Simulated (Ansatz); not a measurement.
# LaP: how the settings move a single-point run

Question: which choices in the input matter for LaP?

Program: Ansatz 0.2.0. Level of theory: reference: DFT, LDA, all-electron LAPW, scalar-relativistic. These are calculated values, not measurements.

1 further run of the same task is left out (it didn't finish).

### Step 1. Starting point

It takes space group Fm-3m (No. 225, cubic). Conventional cell: a = 4.470 Å, b = 4.470 Å, c = 4.470 Å, α = 90.00°, β = 90.00°, γ = 90.00°. Around La (site symmetry m-3m) lie 6 P at 2.23 Å. P (site symmetry m-3m) has 6 La at 2.23 Å as nearest neighbours.

Coordinates:

```
CELL_PARAMETERS angstrom
0.00000 2.23492 2.23492
2.23492 0.00000 2.23492
2.23492 2.23492 0.00000
ATOMIC_POSITIONS crystal
La 0.00000 0.00000 0.00000
P 0.50000 0.50000 0.50000
```

### Step 2. Baseline

Input file input.yaml:

```yaml
crystal:
  lattice:
    - [0.0, 2.2349179553, 2.2349179553]
    - [2.2349179553, 0.0, 2.2349179553]
    - [2.2349179553, 2.2349179553, 0.0]
  atoms:
    - { symbol: La, position: [0.0, 0.0, 0.0] }
    - { symbol: P, position: [0.5, 0.5, 0.5] }
kpoints:
  mp_grid: { grid: [10, 10, 10] }
  band_path:
    path:
      - [0.0, 0.0, 0.0]
      - [0.5, 0.0, 0.5]
      - [0.625, 0.25, 0.625]
      - [0.375, 0.375, 0.75]
      - [0.0, 0.0, 0.0]
      - [0.5, 0.5, 0.5]
      - [0.5, 0.25, 0.75]
      - [0.5, 0.0, 0.5]
    npoints: 6
scf:
  occupations: { method: fermi_dirac, width: 0.05 }
hamiltonian:
  xc: lda
  pseudopotentials: { kind: all_electron, lapw: { basis_error: 0.001 } }
output:
  forces: true
  stress: true
  eigenvalues: true
  populations: true
```

Launch:

```bash
$ ansatz run input.yaml --threads 1 --pin off --max-ram 2048MiB --backend cpu --events-out ev --progress --plain --runs-dir out
```

### Step 3. Changing settings: mp_grid.shift [0.5, 0.5, 0.5], scf.algorithm direct_min

Edit input.yaml of step 2 so:

```diff
@@ -9,3 +9,3 @@
 kpoints:
-  mp_grid: { grid: [10, 10, 10] }
+  mp_grid: { grid: [10, 10, 10], shift: [0.5, 0.5, 0.5] }
   band_path:
@@ -23,2 +23,3 @@
   occupations: { method: fermi_dirac, width: 0.05 }
+  algorithm: direct_min
 hamiltonian:
```

Before running it: what results should come out? Wanted: for each run, ending; energy change; pressure; gap; force.

**Answer**, as computed:

```csv
run,ending,energy change,pressure (GPa),gap (eV),force (eV/Å),cycles,time
reference,converged,0,245.1,0.00,0.00,8,14 s
"1: mp_grid.shift [0.5, 0.5, 0.5], scf.algorithm direct_min",converged,-12.5 meV/atom,244.4,0.00,0.00,6,51 s
```

Residual by cycle in the longest SCF loop of each run; runs are numbered as in the table. The quantity is the density residual dr2, in eV.

```csv
cycle,reference,run 1
1,0.5,0.486
2,0.177,0.164
3,0.0297,0.00215
4,6.8e-4,5.7e-5
5,4.9e-5,7.2e-8
6,6.4e-6,1.1e-9
7,5.6e-7,-
8,1.8e-8,-
```

What this shows: Changing the k-point mesh and solver moves the energy by -12.5 meV/atom, and the pressure goes from 245.1 to 244.4 GPa. Sampling errors of the energy have no fixed sign. Of the settings changed, the mesh is the one that moves energies this far. Cost: 6 SCF cycles against 8, 51 s against 14 s. The structure is not at rest: the sound run finds 245 GPa, so these are no properties of the relaxed crystal. 
